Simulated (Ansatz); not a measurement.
# CoO+ (quintet): energies up the ladder, part 2 of 2

Aim: energies up the ladder, for CoO+ (quintet), with the cost of each level. Charge +1. Spin multiplicity 5.

Ansatz 0.2.0, Gaussian bases. Earlier steps stand in the parts before.

## (7) Single point, B3LYP-D4/def2-TZVPP

Input file input.yaml:

```yaml
crystal:
  periodic: [false, false, false]
  atoms:
    - { symbol: O, position_ang: [0.0, 0.0, -0.04565365] }
    - { symbol: Co, position_ang: [0.0, 0.0, 1.57927365] }
magnetization:
  spin_polarized: true
  initial_magnetization: 4
total_charge: 1
basis:
  gaussian: { orbitals: def2-TZVPP }
hamiltonian:
  xc: { name: B3LYP }
  dispersion: d4
```

Started as:

```console
$ ansatz run input.yaml --threads 2 --pin off --max-ram 5120MiB --backend cpu --events-out ev --progress --plain --runs-dir out
```

Log:

```text
Warning: RAYON_NUM_THREADS=2 ignored (pool sized by the plan → 2); use --threads N
Engine: ansatz 0.2.0, x86_64-unknown-linux-gnu
Functional definition: B3LYP
  parameter a0 = 0.2
  parameter ax = 0.72
  parameter ac = 0.81
  exchange = (1 - a0 - ax)*slater_x + ax*b88_x + a0*exact_x
  correlation = (1 - ac)*vwn_rpa_c + ac*lyp_c
707 factors; their error is unknown
mean field evaluation 1: about -39646.9883 eV, gradient 1.0e2 eV
mean field evaluation 2: about -39320.1238 eV, gradient 3.1e2 eV
mean field evaluation 4: about -39664.2382 eV, gradient 1.9e1 eV
mean field evaluation 8: about -39665.5570 eV, gradient 8.2e-1 eV
mean field evaluation 16: about -39665.6749 eV, gradient 1.9e-3 eV
mean field evaluation 32: about -39664.4525 eV, gradient 8.5e0 eV
mean field -39665.67485082 eV, -1457.6866644076 hartree, gradient 3.5e-5 eV, S^2 6.015890; 3 other end points of the search recorded, 0 dependent functions left out
reference -39665.67502176 eV, -1457.6866706895 hartree; 19, 15 occupied and 76, 80 virtual orbitals, 707 factors
Total energy: -39665.70872785 eV, -1457.6879093653 hartree
```

Run time: 2.1 s. Hardware: 2 threads of Intel Xeon Platinum 8488C (Sapphire Rapids), shared host; peak memory 0.2 GiB.

## (8) Single point, wB97M-V/def2-TZVPP

Changes to input.yaml since step 7:

```diff
@@ -12,3 +12,2 @@
 hamiltonian:
-  xc: { name: B3LYP }
-  dispersion: d4
+  xc: { name: wB97M-V }
```

Started as:

```console
$ ansatz run input.yaml --threads 2 --pin off --max-ram 5120MiB --backend cpu --events-out ev --progress --plain --runs-dir out
```

Log:

```text
Warning: RAYON_NUM_THREADS=2 ignored (pool sized by the plan → 2); use --threads N
[... 1 set-up line as earlier in the session ...]
Functional definition: wB97M-V
  parameter omega = 0.3/bohr
  parameter cx = 0.15
  parameter cx01 = 1.007
  parameter cx10 = 0.259
  parameter css00 = 0.443
  parameter css04 = -1.437
  parameter css10 = -4.535
  parameter css20 = -3.390
  parameter css43 = 4.278
  parameter cos00 = 1.000
  parameter cos10 = 1.358
  parameter cos20 = 2.924
  parameter cos21 = -8.812
  parameter cos60 = -1.390
  parameter cos61 = 9.142
  parameter b = 6.0
  parameter c = 0.01
  gx(w, u) = 1 - cx + cx01*u + cx10*w
  gss(w, u) = css00 + css04*u^4 + css10*w + css20*w^2 + css43*w^4*u^3
  gos(w, u) = cos00 + cos10*w + (cos20 + cos21*u)*w^2 + (cos60 + cos61*u)*w^6
  exchange = spin_sum(e_x_unif_sr(omega)*gx(b97_w, b97_u_x)) + cx*exact_x_sr(omega) + exact_x_lr(omega)
  correlation = spin_sum(e_c_pw_mod_same_spin*gss(b97_w, b97_u_same))
      + integral(e_c_pw_mod_opposite_spin*gos(b97_w_opposite, b97_u_opposite)) + vv10(b, c)
692 factors; their error is unknown
89 factors; integrals over basis functions are off by at most 7.6e-5 eV
mean field evaluation 1: about -39647.0836 eV, gradient 9.2e1 eV
mean field evaluation 2: about -39529.0285 eV, gradient 2.4e2 eV
mean field evaluation 4: about -39659.7410 eV, gradient 2.7e1 eV
mean field evaluation 8: about -39661.6845 eV, gradient 5.0e-1 eV
mean field evaluation 16: about -39661.7806 eV, gradient 1.3e-3 eV
mean field evaluation 32: about -39661.7806 eV, gradient 2.4e-5 eV
mean field -39661.78058005 eV, -1457.5435525964 hartree, gradient 9.7e-6 eV, S^2 6.020436; 3 other end points of the search recorded, 0 dependent functions left out
reference -39661.78061385 eV, -1457.5435538385 hartree; 19, 15 occupied and 76, 80 virtual orbitals, 692 factors
Total energy: -39661.78061385 eV, -1457.5435538385 hartree
```

It took 10 s on 2 threads of Intel Xeon Platinum 8488C (Sapphire Rapids), shared host; peak memory 0.36 GiB.

## (9) Single point, B2PLYP/def2-TZVPP

Changes to input.yaml since step 8:

```diff
@@ -12,2 +12,2 @@
 hamiltonian:
-  xc: { name: wB97M-V }
+  xc: { name: B2PLYP }
```

Started as:

```console
$ ansatz run input.yaml --threads 2 --pin off --max-ram 5120MiB --backend cpu --events-out ev --progress --plain --runs-dir out
```

Log:

```text
Warning: RAYON_NUM_THREADS=2 ignored (pool sized by the plan → 2); use --threads N
[... 1 set-up line as earlier in the session ...]
Functional definition: B2PLYP
  parameter a = 0.53
  parameter c = 0.27
  exchange = (1 - a)*b88_x + a*exact_x
  correlation = (1 - c)*lyp_c + c*(mp2_os + mp2_ss)
660 factors; integrals over basis functions are off by at most 1.2e-3 eV
mean field evaluation 1: about -39636.7998 eV, gradient 8.7e1 eV
mean field evaluation 2: about -39636.9621 eV, gradient 8.7e1 eV
mean field evaluation 4: about -39643.1774 eV, gradient 5.0e1 eV
mean field evaluation 8: about -39650.6075 eV, gradient 1.6e0 eV
mean field evaluation 16: about -39650.7130 eV, gradient 1.5e-2 eV
mean field evaluation 32: about -39650.9633 eV, gradient 1.6e-4 eV
mean field evaluation 64: about -39650.8151 eV, gradient 9.4e-1 eV
mean field evaluation 96: about -39634.8927 eV, gradient 2.2e1 eV
mean field evaluation 128: about -39650.9578 eV, gradient 2.4e-1 eV
mean field -39650.96328194 eV, -1457.1460242231 hartree, gradient 3.7e-6 eV, S^2 6.020507; 8 other end points of the search recorded, 0 dependent functions left out
6 core orbitals not correlated: weight in the atoms' cores, before any rotation towards them, 1.000 or more for the frozen orbitals, at most 0.000 for the correlated occupied ones
reference -39650.96338824 eV, -1457.1460281294 hartree; 13, 9 occupied and 76, 80 virtual orbitals, 660 factors
second order -26.87625582 eV of doubles, -0.00000000 eV of singles
Total energy: -39658.21997731 eV, -1457.4127028592 hartree
```

It took 8.4 s on 2 threads of Intel Xeon Platinum 8488C (Sapphire Rapids), shared host; peak memory 0.25 GiB.

## (10) Single point, LDA/def2-TZVPP

Changes to input.yaml since step 9:

```diff
@@ -12,2 +12,2 @@
 hamiltonian:
-  xc: { name: B2PLYP }
+  xc: lda
```

Started as:

```console
$ ansatz run input.yaml --threads 2 --pin off --max-ram 5120MiB --backend cpu --events-out ev --progress --plain --runs-dir out
```

Log:

```text
Warning: RAYON_NUM_THREADS=2 ignored (pool sized by the plan → 2); use --threads N
[... 1 set-up line as earlier in the session ...]
Functional definition: SPW92
  exchange = slater_x
  correlation = pw_c
637 factors; their error is unknown
mean field evaluation 1: about -39556.8828 eV, gradient 1.2e2 eV
mean field evaluation 2: about -39148.6024 eV, gradient 3.2e2 eV
mean field evaluation 4: about -39572.4229 eV, gradient 5.7e1 eV
mean field evaluation 8: about -39579.7302 eV, gradient 2.0e1 eV
mean field evaluation 16: about -39580.6455 eV, gradient 2.9e-3 eV
mean field evaluation 32: about -39578.2297 eV, gradient 7.1e-4 eV
mean field evaluation 64: about -39578.2585 eV, gradient 1.3e0 eV
mean field -39580.64548967 eV, -1454.5618930203 hartree, gradient 1.8e-5 eV, S^2 6.005114; 9 other end points of the search recorded, 0 dependent functions left out
reference -39580.64551735 eV, -1454.5618940373 hartree; 19, 15 occupied and 76, 80 virtual orbitals, 637 factors
Total energy: -39580.64551735 eV, -1454.5618940373 hartree
```

Wall time 2.4 s (2 threads of Intel Xeon Platinum 8488C (Sapphire Rapids), shared host); peak memory 0.18 GiB.

## (11) Single point, PBE0-D4/def2-SVP

Changes to input.yaml since step 10:

```diff
@@ -10,4 +10,5 @@
 basis:
-  gaussian: { orbitals: def2-TZVPP }
+  gaussian: { orbitals: def2-SVP }
 hamiltonian:
-  xc: lda
+  xc: pbe0
+  dispersion: d4
```

Started as:

```console
$ ansatz run input.yaml --threads 2 --pin off --max-ram 5120MiB --backend cpu --events-out ev --progress --plain --runs-dir out
```

Log:

```text
Warning: RAYON_NUM_THREADS=2 ignored (pool sized by the plan → 2); use --threads N
[... 7 set-up lines as earlier in the session ...]
460 factors; integrals over basis functions are off by at most 6.6e-4 eV
mean field evaluation 1: about -39634.7378 eV, gradient 6.5e1 eV
mean field evaluation 2: about -39499.3339 eV, gradient 1.8e2 eV
mean field evaluation 4: about -39646.6401 eV, gradient 2.1e1 eV
mean field evaluation 8: about -39648.2141 eV, gradient 4.7e-1 eV
mean field evaluation 16: about -39648.2755 eV, gradient 7.5e-3 eV
mean field evaluation 32: about -39648.2756 eV, gradient 2.2e-5 eV
mean field -39648.27555163 eV, -1457.0472519561 hartree, gradient 3.6e-6 eV, S^2 6.012826; 3 other end points of the search recorded, 0 dependent functions left out
reference -39648.27561685 eV, -1457.0472543528 hartree; 19, 15 occupied and 26, 30 virtual orbitals, 460 factors
Total energy: -39648.29223862 eV, -1457.0478651916 hartree
```

It took 1.4 s on 2 threads of Intel Xeon Platinum 8488C (Sapphire Rapids), shared host; peak memory 0.12 GiB.

## (12) Single point, PBE-D4/def2-SVP

Changes to input.yaml since step 11:

```diff
@@ -12,3 +12,3 @@
 hamiltonian:
-  xc: pbe0
+  xc: pbe
   dispersion: d4
```

Started as:

```console
$ ansatz run input.yaml --threads 2 --pin off --max-ram 5120MiB --backend cpu --events-out ev --progress --plain --runs-dir out
```

Log:

```text
Warning: RAYON_NUM_THREADS=2 ignored (pool sized by the plan → 2); use --threads N
[... 6 set-up lines as earlier in the session ...]
529 factors; their error is unknown
mean field evaluation 1: about -39632.2456 eV, gradient 7.2e1 eV
mean field evaluation 2: about -39297.6828 eV, gradient 1.6e2 eV
mean field evaluation 4: about -39578.1650 eV, gradient 1.3e2 eV
mean field evaluation 8: about -39648.7676 eV, gradient 4.7e-2 eV
mean field evaluation 16: about -39646.5955 eV, gradient 1.3e0 eV
mean field evaluation 32: about -39648.7301 eV, gradient 4.5e0 eV
mean field -39648.76763673 eV, -1457.0653357500 hartree, gradient 1.1e-5 eV, S^2 6.003757; 2 other end points of the search recorded, 0 dependent functions left out
reference -39648.76771905 eV, -1457.0653387753 hartree; 19, 15 occupied and 26, 30 virtual orbitals, 529 factors
Total energy: -39648.78790919 eV, -1457.0660807490 hartree
```

Wall time 1.3 s (2 threads of Intel Xeon Platinum 8488C (Sapphire Rapids), shared host); peak memory 0.11 GiB.

## (13) Geometries side by side

```
             level  O1–Co2 (Å)  rotational constants (MHz)  highest frequency (cm⁻¹)  CPU time
PBE0-D4/def2-TZVPP      1.6249                       15214                       766      30 s
```

Constants are for the commonest isotopes at the equilibrium geometry; times are CPU times of the relaxations.

## (14) Total energies

```
               level  energy (eV)  CPU time
   PBE-D4/def2-TZVPP  -39656.7362     2.8 s
r2SCAN-D4/def2-TZVPP  -39663.6638     3.8 s
 B3LYP-D4/def2-TZVPP  -39665.7087     3.8 s
  wB97M-V/def2-TZVPP  -39661.7806      20 s
   B2PLYP/def2-TZVPP  -39658.2200      16 s
      LDA/def2-TZVPP  -39580.6455     4.2 s
    PBE0-D4/def2-SVP  -39648.2922     2.4 s
     PBE-D4/def2-SVP  -39648.7879     2.4 s
```

## (15) What came out

What follows sums up all 2 parts.

| quantity | value |
| --- | --- |
| O1–Co2 at PBE0-D4/def2-TZVPP | 1.625 Å |
| frequencies at PBE0-D4/def2-TZVPP | 766 cm⁻¹ |
| energy at PBE-D4/def2-SVP | -39648.788 eV |

What this shows: No mode is imaginary, so the geometry is a minimum. These totals serve in differences with atoms or fragments at the same level; alone they don't rank the methods.
